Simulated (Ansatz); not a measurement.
# HfN: how the settings move a single-point run

Aim: see which settings change the result for HfN, by how much, and at what cost.

Method: reference: DFT, PBEsol, PAW with Ansatz's default frozen-core files, fully relativistic files with spin-orbit coupling; levels and slopes on a fine mesh, in Ansatz 0.2.0.

## 1. The system as given

The structure is cubic, space group Fm-3m (No. 225). Conventional cell: a = 4.502 Å, b = 4.502 Å, c = 4.502 Å, α = 90.00°, β = 90.00°, γ = 90.00°. Around Hf (site symmetry m-3m) lie 6 N at 2.25 Å. N (site symmetry m-3m) is surrounded by 6 Hf at 2.25 Å.

Structure file:

```xyz
2
Lattice="0.0000 2.2510 2.2510 2.2510 0.0000 2.2510 2.2510 2.2510 0.0000" Properties=species:S:1:pos:R:3 pbc="T T T"
Hf    0.0000    0.0000    0.0000
N     2.2510    2.2510    2.2510
```

## 2. The reference run

input.yaml

```yaml
crystal:
  lattice:
    - [0.0, 2.25104347318, 2.25104347318]
    - [2.25104347318, 0.0, 2.25104347318]
    - [2.25104347318, 2.25104347318, 0.0]
  atoms:
    - { symbol: Hf, position: [0.0, 0.0, 0.0] }
    - { symbol: "N", position: [0.5, 0.5, 0.5] }
kpoints:
  mp_grid: { grid: [14, 14, 14] }
scf:
  occupations: { method: fermi_dirac, width: 0.08 }
hamiltonian:
  xc: pbesol
  pseudopotentials: { kind: paw_fr }
magnetization:
  noncollinear: true
  spin_orbit: true
output:
  forces: true
  stress: true
  eigenvalues: true
  eigenstates:
    nscf_kmesh: { grid: [16, 16, 16] }
    de_dk: true
    e_range: [-14, 14]
checkpoint:
  write: ck
  write_wavefunctions: false
```

Started as:

```sh
$ ansatz run input.yaml --threads 1 --pin off --max-ram 3072MiB --backend cpu --events-out ev --progress --plain --runs-dir out
```

## 3. Changing settings: dispersion d3bj

Changes to input.yaml since step 2:

```diff
@@ -15,2 +15,3 @@
   pseudopotentials: { kind: paw_fr }
+  dispersion: d3bj
 magnetization:
```

**Question.** What will these runs give? Wanted: for each run, ending; energy change; pressure; gap; force.

As calculated:

```
               run     ending                                     energy change  pressure (GPa)  gap (eV)  force (eV/Å)  cycles  time
         reference  converged                                                 0            -0.4      0.00          0.00       -  30 s
1: dispersion d3bj  converged  -392.5 meV/atom (offset of the dispersion model)            -6.0      0.00          0.00      11  30 s
```

Residual by cycle in the longest SCF loop of each run; runs are numbered as in the table. The quantity is the density residual dr2, in eV.

```
cycle  reference    run 1
    1      0.207    0.207
    2      0.116    0.116
    3    0.00364  0.00364
    4     3.2e-4   3.2e-4
    5     3.0e-5   3.0e-5
    6     3.8e-6   3.8e-6
    7     2.1e-6   2.1e-6
    8     1.6e-7   1.6e-7
    9    8.1e-10  8.1e-10
   10    2.5e-10  2.5e-10
   11    9.6e-13  9.6e-13
```

**Reading.** Changing the dispersion term moves the energy by -392.5 meV/atom, and the pressure goes from -0.4 to -6.0 GPa. The dispersion term adds attraction between atoms and pulls the pressure down.
